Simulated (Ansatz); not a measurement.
# ClF₃H₂Si₂: a ladder of functionals and wavefunction methods

How much do the methods differ for ClF₃H₂Si₂? The plan is to run it at one geometry with functionals of several rungs and with coupled cluster, and see how far each lands from CCSD(T) at the basis-set limit for the atomisation energy.

Method: functionals in def2-TZVPP, the program's frozen cores in correlated methods; program: Ansatz 0.2.0, Gaussian basis.

Plan: LDA (SPW92), PBE-D4, revPBE-D4, BLYP-D4, r2SCAN-D4, B97M-V, PBE0-D4, B3LYP-D4, r2SCANh-D4, r2SCAN0-D4, HSE06-D4, BHLYP-D4, CAM-B3LYP-D4, LC-ωPBE, ωB97X-V, ωB97M-V, B2PLYP, PBE-QIDH; CCSD(T)/def2-SVP; CCSD(T)/def2-TZVPP; MP2/def2-QZVPP; extrapolation to the limit; RPA on PBE.

## 1. The relaxed structure

The geometry comes from an earlier relaxation with PBE0-D4 in a triple-zeta def2 set; it is a stationary point, not always the lowest conformer.

SMILES `F[Si](F)(F)[SiH2]Cl`, 8 atoms, charge 0, spin multiplicity 1.

Atoms are counted from 1 here; the program's logs count them from 0.

Bond lengths: F1–Si2 1.579 Å, Si2–F3 1.579 Å, Si2–F4 1.581 Å, Si2–Si5 2.334 Å, Si5–Cl6 2.051 Å, Si5–H7 1.481 Å, Si5–H8 1.481 Å. Angles: F1–Si2–F3 107.5°, F1–Si2–F4 107.4°, F1–Si2–Si5 111.7°, F3–Si2–F4 107.4°, F3–Si2–Si5 111.7°, F4–Si2–Si5 110.9°, Si2–Si5–Cl6 107.7°, Si2–Si5–H7 110.1°, Si2–Si5–H8 110.1°, Cl6–Si5–H7 109.3°, Cl6–Si5–H8 109.3°, H7–Si5–H8 110.3°.

## 2. LDA

This LDA is Slater exchange with PW92 correlation.

File in.yaml:

```yaml
crystal:
  periodic: [false, false, false]
  atoms:
    - {symbol: F, position_ang: [0.035851, -1.523276, 1.659835]}
    - {symbol: Si, position_ang: [0.672091, -0.882387, 0.364894]}
    - {symbol: F, position_ang: [2.104005, -0.345332, 0.756774]}
    - {symbol: F, position_ang: [0.874998, -2.045130, -0.686975]}
    - {symbol: Si, position_ang: [-0.674799, 0.810264, -0.511889]}
    - {symbol: Cl, position_ang: [-0.867133, 2.262722, 0.923932]}
    - {symbol: H, position_ang: [-0.038783, 1.393579, -1.716034]}
    - {symbol: H, position_ang: [-2.014030, 0.272359, -0.846339]}
basis:
  gaussian: {orbitals: def2-TZVPP}
hamiltonian: {xc: lda}
output: {orbitals: {seedname: orbitals}}
```

The runs that follow: PBE-D4 (GGA); revPBE-D4 (GGA); BLYP-D4 (GGA); r2SCAN-D4 (meta-GGA); B97M-V (meta-GGA); PBE0-D4 (hybrid); B3LYP-D4 (hybrid); r2SCANh-D4 (hybrid); r2SCAN0-D4 (hybrid); HSE06-D4 (hybrid); BHLYP-D4 (hybrid); CAM-B3LYP-D4 (range-separated); LC-ωPBE-D4 (range-separated); ωB97X-V (range-separated); ωB97M-V (range-separated); B2PLYP (double hybrid); PBE-QIDH (double hybrid); CCSD(T) in def2-SVP; CCSD(T) in def2-TZVPP; MP2 in def2-QZVPP; RPA on PBE orbitals.

Q: Predict the results of all the runs planned. Wanted: atomisation energy, CCSD(T)/CBS; farthest beyond LDA; mean size of error, GGA; mean size of error, meta-GGA; mean size of error, hybrid; mean size of error, range-separated; mean size of error, double hybrid; gap, smallest and largest; T1 diagnostic.

As calculated:

| quantity | value |
| --- | --- |
| atomisation energy, CCSD(T)/CBS | 3070.6 kJ/mol |
| functionals within 15.4 kJ/mol (0.5 %) | PBE-D4, r2SCAN-D4, B97M-V, ωB97X-V |
| farthest beyond LDA | BHLYP-D4 (-139.8 kJ/mol) |
| mean size of error, GGA | 49.3 kJ/mol |
| mean size of error, meta-GGA | 8.9 kJ/mol |
| mean size of error, hybrid | 73.9 kJ/mol |
| mean size of error, range-separated | 21.7 kJ/mol |
| mean size of error, double hybrid | 60.6 kJ/mol |
| gap, smallest and largest | 5.51 eV (LDA (SPW92)), 12.75 eV (LC-ωPBE) |
| T1 diagnostic | 0.0118 |
| triples share of the correlation energy | 3.1 % |

What this shows: The LDA atomisation energy is off by 397.8 kJ/mol (13 %): it overbinds. PBE-D4 is off by -3.4 kJ/mol. Double hybrids carry the basis error of their MP2 part in triple zeta, and no dispersion term here, so their miss is partly the set-up's. Taken by rung, meta-GGA functionals do best (8.9 kJ/mol on average) and hybrid ones worst beyond LDA (73.9 kJ/mol). The mean of the hybrids holds BHLYP, with half exact exchange. Misses under about 15.4 kJ/mol are within the doubt on the reference itself, which lacks core-valence correlation, relativity and higher excitations. Hartree-Fock recovers 75 % of the binding; the rest is correlation. CCSD(T) in def2-SVP is off by -310.0 kJ/mol, worse than the median functional, from the basis alone. Orbital gaps span 5.5 to 12.8 eV; exact exchange widens them.
